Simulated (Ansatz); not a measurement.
# TiSbOs4: one candidate structure

Where does TiSbOs4 go from the start given, MgInCu4 type (F-43m, No. 216)?

The COD entry's cell or inner coordinates are ideal or old and differ from later refinements, so a difference from it is no clean test against experiment.

Program: Ansatz 0.2.0. Level of theory: DFT PBE, scalar-relativistic, plane waves, PAW. These are calculated values, not measurements.

1 further run of the same task is left out (it didn't finish).

### 1 The starting structure

Symmetry: F-43m, No. 216, cubic system. Conventional cell: a = 7.122 Å, b = 7.122 Å, c = 7.122 Å, α = 90.00°, β = 90.00°, γ = 90.00°. Ti (site symmetry -43m) is surrounded by 12 Os at 2.95 Å and 4 Sb at 3.08 Å. Sb (site symmetry -43m) is surrounded by 12 Os at 2.95 Å and 4 Ti at 3.08 Å. Os (site symmetry 3m) is surrounded by 6 Os at 2.52 Å and 3 Ti at 2.95 Å and 3 Sb at 2.95 Å.

As a file:

```cif
data_structure
_symmetry_space_group_name_H-M 'P 1'
_symmetry_Int_Tables_number 1
_cell_length_a 5.0363
_cell_length_b 5.0363
_cell_length_c 5.0363
_cell_angle_alpha 60.000
_cell_angle_beta 60.000
_cell_angle_gamma 60.000
_cell_volume 90.33
loop_
_atom_site_label
_atom_site_type_symbol
_atom_site_fract_x
_atom_site_fract_y
_atom_site_fract_z
_atom_site_occupancy
Ti1 Ti 0.00000 0.00000 0.00000 1
Sb1 Sb 0.75000 0.75000 0.75000 1
Os1 Os 0.37500 0.87500 0.37500 1
Os2 Os 0.37500 0.37500 0.87500 1
Os3 Os 0.37500 0.37500 0.37500 1
Os4 Os 0.87500 0.37500 0.37500 1
```

(A quick probe on a coarse mesh, which set the mesh and smearing, is not shown.)

### 3 A loose first relaxation

input.yaml reads:

```yaml
crystal:
  lattice:
    - [0.0, 3.5612083053, 3.5612083053]
    - [3.5612083053, 0.0, 3.5612083053]
    - [3.5612083053, 3.5612083053, 0.0]
  atoms:
    - { symbol: Ti, position: [0.0, 0.0, 0.0] }
    - { symbol: Sb, position: [0.75, 0.75, 0.75] }
    - { symbol: Os, position: [0.375, 0.875, 0.375] }
    - { symbol: Os, position: [0.375, 0.375, 0.875] }
    - { symbol: Os, position: [0.375, 0.375, 0.375] }
    - { symbol: Os, position: [0.875, 0.375, 0.375] }
basis:
  ecutwfc: 420
kpoints:
  mp_grid: { grid: [4, 4, 4] }
hamiltonian:
  xc: pbe
scf:
  occupations: { method: gaussian, width: 0.1 }
  lower_state_search: "off"
output:
  forces: true
  stress: true
  eigenvalues: true
relax:
  adjacent_minimum: "off"
  f_tol: 0.04
  max_steps: 70
  cell: { stress_tol: 0.4 }
```

Command:

```bash
ansatz run input.yaml --threads 1 --pin off --max-ram 2560MiB --backend cpu --events-out ev --progress --plain --runs-dir out
```

Further runs follow: the relaxation.

What does the calculation give?

The runs gave:

Formation energies count from the elements, computed with the same settings in runs not shown here.

```
                          quantity                                                                      value
               cell (conventional)  a = 7.385 Å, b = 7.385 Å, c = 7.385 Å, α = 90.00°, β = 90.00°, γ = 90.00°
                       space group                                                            F-43m (No. 216)
                            volume                                                              16.78 Å³/atom
                   gap on the mesh                                                               none (metal)
formation energy from the elements                                                             +0.438 eV/atom
```

In words: The space group stayed F-43m, and from the first guess the volume went from 15.05 to 16.78 Å³/atom. The formation energy of +0.44 eV/atom is positive, so the elements lie lower than this structure; another structure of the compound can lie lower. The runs treat Os, Sb without spin-orbit coupling.
